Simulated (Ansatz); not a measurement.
# BF₂H₄NSi: up Jacob's ladder to CCSD(T)

The task here is to estimate one member of a computed series from the others.

Computed with Ansatz 0.2.0, Gaussian basis. Level: functionals in def2-TZVPP, the program's frozen cores in correlated methods.

Levels to be run: LDA (SPW92), PBE-D4, revPBE-D4, BLYP-D4, r2SCAN-D4, B97M-V, PBE0-D4, B3LYP-D4, r2SCANh-D4, r2SCAN0-D4, HSE06-D4, BHLYP-D4, CAM-B3LYP-D4, LC-ωPBE, ωB97X-V, ωB97M-V, B2PLYP, PBE-QIDH; CCSD(T)/def2-SVP; CCSD(T)/def2-TZVPP; MP2/def2-QZVPP; extrapolation to the limit; RPA on PBE.

**Structure used throughout**

All runs share one geometry, relaxed beforehand with PBE0-D4 in a triple-zeta def2 set.

SMILES `FB(F)N[SiH3]`, 9 atoms, charge 0, spin multiplicity 1.

Atoms are counted from 1 here; the program's logs count them from 0.

Bond lengths: F1–B2 1.328 Å, B2–F3 1.330 Å, B2–N4 1.402 Å, N4–Si5 1.745 Å, N4–H6 1.008 Å, Si5–H7 1.484 Å, Si5–H8 1.483 Å, Si5–H9 1.484 Å. Angles: F1–B2–F3 117.4°, F1–B2–N4 122.2°, F3–B2–N4 120.4°, B2–N4–Si5 126.6°, B2–N4–H6 116.0°, Si5–N4–H6 117.4°, N4–Si5–H7 106.3°, N4–Si5–H8 110.8°, N4–Si5–H9 111.1°, H7–Si5–H8 109.9°, H7–Si5–H9 109.7°, H8–Si5–H9 108.9°.

Geometry (Å):

```xyz
9
BF2H4NSi
F     2.6650   -0.7181    0.1429
B     1.3393   -0.7782    0.1028
F     0.7781   -1.9819    0.1764
N     0.5433    0.3701   -0.0127
Si   -1.2001    0.4256   -0.0759
H     1.0371    1.2479   -0.0612
H    -1.5652    1.8533   -0.2495
H    -1.7119   -0.3696   -1.2184
H    -1.7970   -0.0955    1.1784
```

Set-up of the first run:

Contents of in.yaml:

```yaml
crystal:
  periodic: [false, false, false]
  atoms:
    - {symbol: F, position_ang: [2.665002, -0.718089, 0.142930]}
    - {symbol: B, position_ang: [1.339313, -0.778213, 0.102778]}
    - {symbol: F, position_ang: [0.778106, -1.981870, 0.176433]}
    - {symbol: N, position_ang: [0.543318, 0.370115, -0.012653]}
    - {symbol: Si, position_ang: [-1.200119, 0.425625, -0.075891]}
    - {symbol: H, position_ang: [1.037082, 1.247948, -0.061247]}
    - {symbol: H, position_ang: [-1.565226, 1.853297, -0.249459]}
    - {symbol: H, position_ang: [-1.711949, -0.369630, -1.218423]}
    - {symbol: H, position_ang: [-1.797029, -0.095482, 1.178433]}
basis:
  gaussian: {orbitals: def2-TZVPP}
hamiltonian: {xc: lda}
output: {orbitals: {seedname: orbitals}}
```

On the command line:

```bash
$ ansatz run in.yaml --threads 2 --pin off --events-out ev --progress --plain --max-ram 4352MiB
```

Among the steps run: LDA; PBE-D4 (GGA); revPBE-D4 (GGA); BLYP-D4 (GGA); r2SCAN-D4 (meta-GGA); B97M-V (meta-GGA); B3LYP-D4 (hybrid); r2SCANh-D4 (hybrid); r2SCAN0-D4 (hybrid); HSE06-D4 (hybrid); BHLYP-D4 (hybrid); CAM-B3LYP-D4 (range-separated); LC-ωPBE (range-separated); ωB97X-V (range-separated); ωB97M-V (range-separated); B2PLYP (double hybrid); PBE-QIDH (double hybrid).

One table of the session follows, with a row left open; its other results are not shown here.

It belongs to the step «Orbital energies across the functionals». 

| functional | HOMO (eV) | gap (eV) |
| --- | --- | --- |
| LDA (SPW92) | -7.26 | 6.23 |
| PBE-D4 | -7.12 | 6.32 |
| revPBE-D4 | -7.06 | 6.36 |
| BLYP-D4 | -7.01 | 6.28 |
| r2SCAN-D4 | -7.44 | 7.14 |
| B97M-V | -7.55 | 6.89 |
| PBE0-D4 | -8.52 | 8.54 |
| B3LYP-D4 | -8.29 | 8.05 |
| r2SCANh-D4 | -7.96 | 7.92 |
| r2SCAN0-D4 | -8.74 | 9.08 |
| HSE06-D4 | -8.11 | 7.77 |
| BHLYP-D4 | -9.84 | 10.57 |
| CAM-B3LYP-D4 | -9.93 | 10.81 |
| LC-ωPBE | -11.31 | 13.43 |
| ωB97X-V | ? | ? |
| ωB97M-V | -10.81 | 12.33 |

Q: Estimate the row for ωB97X-V from the others.

As computed: HOMO (eV): -10.94; gap (eV): 12.87. In the column «HOMO (eV)» it lies between LC-ωPBE (-11.31) and ωB97M-V (-10.81).
